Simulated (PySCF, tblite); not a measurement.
# C₇H₅NSi: geometry, infrared bands and NMR shifts

Aim: predict the infrared bands and NMR shifts of C₇H₅NSi (`C#CC1=CC=C[Si@@H]1C#N`).

Computed with tblite 0.8.0 and PySCF 2.14.0, with density-fitted response routines of our own, on a single molecule in the gas phase. Atoms are numbered from 0 throughout.

## 1. The starting structure

14 atoms, charge 0, multiplicity 1; geometry from: force field or distance geometry start.

Bonds of the start (Å): C0–C1 1.23, C1–C2 1.44, C2–C3 1.30, C3–C4 1.41, C4–C5 1.30, C5–Si6 1.86, Si6–C7 1.78, C7–N8 1.14, Si6–C2 1.87, C0–H9 1.05, C3–H10 1.13, C4–H11 1.13, C5–H12 1.09, Si6–H13 1.45.

## 2. Geometry optimisation with GFN2-xTB

The job: settings as JSON, then the geometry in Å.

```
{"job": {"kind": "relax", "xc": "GFN2-xTB", "basis": "xTB"}, "charge": 0, "multiplicity": 1}
C      3.185300     0.732200     0.398400
C      2.033300     0.320700     0.301800
C      0.690200    -0.173400     0.189000
C      0.301400    -1.385900    -0.060900
C     -1.078000    -1.649200    -0.128100
C     -1.895400    -0.644000     0.027900
Si    -0.853600     0.869300     0.335200
C     -1.006000     2.105600    -0.942900
N     -1.114700     2.886900    -1.769900
H      4.166100     1.094600     0.462500
H      1.074000    -2.197600    -0.183500
H     -1.499300    -2.672800    -0.335400
H     -2.985900    -0.670800     0.007000
H     -1.018200     1.383900     1.676600
```

Started as:

```
$ OMP_NUM_THREADS=1 python probes_run.py task.json out
```

One launch serves the whole session: the jobs run in the order shown.

**Question.** This job is followed by: GFN2-xTB harmonic vibrations, gas phase; GIAO PBE0/pcSseg-1 NMR shielding, non-relativistic, gas phase. Predict these results of the whole session: strongest single infrared mode (GFN2-xTB); zero-point energy (GFN2-xTB); 13C shifts against TMS (PBE0/pcSseg-1); 1H shifts against TMS (PBE0/pcSseg-1); 29Si shifts against TMS (PBE0/pcSseg-1); 15N shifts against NH3 (PBE0/pcSseg-1).

The runs gave:

```
                                 quantity                                               value
strongest single infrared mode (GFN2-xTB)                               2288 cm⁻¹, 292 km/mol
             zero-point energy (GFN2-xTB)                                       55.9 kcal/mol
   13C shifts against TMS (PBE0/pcSseg-1)  163.9, 160.3, 130.2, 129.5, 120.5, 101.6, 86.2 ppm
    1H shifts against TMS (PBE0/pcSseg-1)                    7.47, 7.43, 5.94, 4.89, 3.63 ppm
  29Si shifts against TMS (PBE0/pcSseg-1)                                           -51.1 ppm
   15N shifts against NH3 (PBE0/pcSseg-1)                                           367.9 ppm
```

In words: Over 47 steps the energy fell by 0.464 eV; of the close pairs, Si6–C7 changed most, 1.785 to 1.867 Å. All 36 modes are real, so the xTB geometry is a minimum. The strongest single mode, at 2288 cm⁻¹, moves mainly H13. GFN2-xTB is a fitted tight-binding method: band positions and strengths are rough. Its intensities can rank the bands wrongly. At PBE0/pcSseg-1: The widest tensor belongs to N8: span 609 ppm, with a paramagnetic part of -437 ppm.
